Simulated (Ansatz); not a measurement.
# K2ICl: the band gap up the ladder of functionals

An exercise on one series of results from a longer session: the logs are not shown, and one member is left open.

The runs shown are made with Ansatz 0.2.0. PAW datasets, plane waves. (Calculated; spin-unpolarised; the phase may be known or hypothetical.)

### The system as given

The cell was relaxed beforehand with r2SCAN.

The symmetry is R-3m (No. 166, trigonal); a = 4.715 Å, c = 23.291 Å in the conventional setting, 37.37 Å³ an atom. Cl has 6 K at 3.21 Å; I has 6 K at 3.48 Å; K has 3 Cl at 3.21 Å and 3 I at 3.48 Å.

Structure file:

```xyz
4
Lattice="2.3574 1.3611 7.7636 -2.3574 1.3611 7.7636 0.0000 -2.7221 7.7636" Properties=species:S:1:pos:R:3 pbc="T T T"
Cl    2.3574    1.3611    7.7636
I     0.0000    0.0000   11.6454
K     0.0000    0.0000    6.0543
K     0.0000    0.0000   17.2365
```

Set-up of the first run:

Input file input.yaml:

```yaml
crystal:
  lattice:
    - [2.3574210371, 1.3610576702, 7.7636043941]
    - [-2.3574210371, 1.3610576702, 7.7636043941]
    - [0.0, -2.7221153408, 7.7636043941]
  atoms:
    - { symbol: Cl, position: [1.0, 0.0, 0.0] }
    - { symbol: I, position: [0.5, 0.5, 0.5] }
    - { symbol: K, position: [0.2599441895, 0.2599441895, 0.2599441895] }
    - { symbol: K, position: [0.7400558105, 0.7400558105, 0.7400558105] }
kpoints:
  mp_grid: { grid: [6, 6, 6] }
  band_path:
    path:
      - [[0.0, 0.0, 0.0], [0.5, 0.5, 0.5], [0.812843661562, 0.187156338438, 0.5]]
      - [[0.5, -0.187156338438, 0.187156338438], [0.5, 0.0, 0.0], [0.0, 0.0, 0.0], [0.343578169219, -0.343578169219, 0.0]]
      - [[0.656421830781, 0.0, 0.343578169219], [0.5, 0.0, 0.5], [0.0, 0.0, 0.0]]
    npoints: 10
hamiltonian:
  xc: pbe
scf:
  occupations: { method: fermi_dirac, width: 0.02 }
  n_extra_bands: 5
output:
  forces: true
  stress: true
  eigenvalues: true
```

Among the steps run: Band structure with PBE; r2SCAN at the same geometry; HSE06; Single point with PBE+SOC; G0W0 on PBE; PBE0.

One of the session's tables, all rows but one given; the rest of the session is left out.

| level | gap (eV) |
| --- | --- |
| PBE | ? |
| r2SCAN | 4.38 |
| HSE06 | 4.82 |
| PBE+SOC | 3.49 |
| G0W0@PBE (446 empty bands) | 6.06 |
| PBE0 | 5.52 |

Q: Estimate the row for PBE from the others.

As computed: gap (eV): 3.81. In the column «gap (eV)» it lies between PBE+SOC (3.49) and r2SCAN (4.38).

Meshes: PBE 6×6×6, r2SCAN 6×6×6, HSE06 4×4×4, PBE+SOC 6×6×6, PBE0 4×4×4

The gap runs from 3.49 eV (PBE+SOC) to 6.06 eV (G0W0@PBE (446 empty bands)). PBE reaches 63 % of the G0W0@PBE value, and r2SCAN 72 %. PBE0 lies 0.71 eV above HSE06, which differs from it by screening the long-range exchange. No extrapolation in bands, cutoff or mesh was made for G0W0.

Caveats from the session: Warnings in the runs' records: stress exchange threshold loose, stress scf threshold loose.
